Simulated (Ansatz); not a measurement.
**BrFH₂O₂Sn: basis-set convergence**

How large a basis does BrFH₂O₂Sn need? Two functionals are run in growing sets.

Program: Ansatz 0.2.0, Gaussian basis. Level of theory: one geometry, several basis sets. These are calculated values, not measurements.

Levels to be run: PBE0-D4/def2-SVP; ωB97M-V/def2-SVP; PBE0-D4/def2-QZVPP; ωB97M-V/def2-QZVPP; the functionals' def2-TZVPP values are taken from earlier runs.

### 1 Structure used throughout

All runs share one geometry, relaxed beforehand with PBE0-D4 in a triple-zeta def2 set. Sn takes the def2 core potential; no spin-orbit term is included.

7 atoms, charge 0, spin multiplicity 1.

Atoms are counted from 1 here; the program's logs count them from 0.

Bond lengths: O1–Sn2 1.936 Å, O1–H6 0.962 Å, Sn2–O3 1.929 Å, Sn2–F4 1.906 Å, Sn2–Br5 2.426 Å, O3–H7 0.963 Å. Angles: Sn2–O1–H6 112.9°, O1–Sn2–O3 108.1°, O1–Sn2–F4 105.6°, O1–Sn2–Br5 115.7°, O3–Sn2–F4 110.4°, O3–Sn2–Br5 109.8°, F4–Sn2–Br5 107.2°, Sn2–O3–H7 111.9°.

Coordinates:

```mol
BrFH2O2Sn
  3D, bonds by distance, orders not assigned

  7  6  0  0  0  0  0  0  0  0999 V2000
   -1.1063    0.3064    1.1621 O   0  0
    0.0777    0.1157   -0.3581 Sn  0  0
    1.7670   -0.5636    0.2793 O   0  0
   -0.7601   -1.1574   -1.5029 F   0  0
    0.4433    2.1253   -1.6668 Br  0  0
   -2.0302    0.1589    0.9383 H   0  0
    1.6698   -1.0533    1.1023 H   0  0
  1  2  8  0
  2  3  8  0
  2  4  8  0
  2  5  8  0
  1  6  8  0
  3  7  8  0
M  END
```

### 2 PBE0-D4 in def2-SVP

Contents of in.yaml:

```yaml
crystal:
  periodic: [false, false, false]
  atoms:
    - {symbol: O, position_ang: [-1.106308, 0.306401, 1.162093]}
    - {symbol: Sn, position_ang: [0.077734, 0.115655, -0.358100]}
    - {symbol: O, position_ang: [1.766990, -0.563636, 0.279290]}
    - {symbol: F, position_ang: [-0.760107, -1.157361, -1.502874]}
    - {symbol: Br, position_ang: [0.443322, 2.125260, -1.666793]}
    - {symbol: H, position_ang: [-2.030210, 0.158862, 0.938316]}
    - {symbol: H, position_ang: [1.669780, -1.053282, 1.102269]}
basis:
  gaussian: {orbitals: def2-SVP}
hamiltonian: {xc: pbe0, dispersion: d4}
output: {orbitals: {seedname: orbitals}}
```

Further steps of the session: ωB97M-V in def2-SVP; PBE0-D4 in def2-QZVPP; ωB97M-V in def2-QZVPP.

**Question.** What will the summary of the whole plan be? Wanted: PBE0-D4: double and triple zeta above quadruple; ωB97M-V: double and triple zeta above quadruple.

**Answer**, as computed:

| quantity | value |
| --- | --- |
| PBE0-D4: double and triple zeta above quadruple | 19.87, 1.93 eV |
| ωB97M-V: double and triple zeta above quadruple | 19.93, 1.85 eV |

For PBE0-D4 the step from double to triple zeta gains 17.94 eV and the next only 1.93 eV. Total energies overstate the basis error of differences, where much of it tends to cancel.
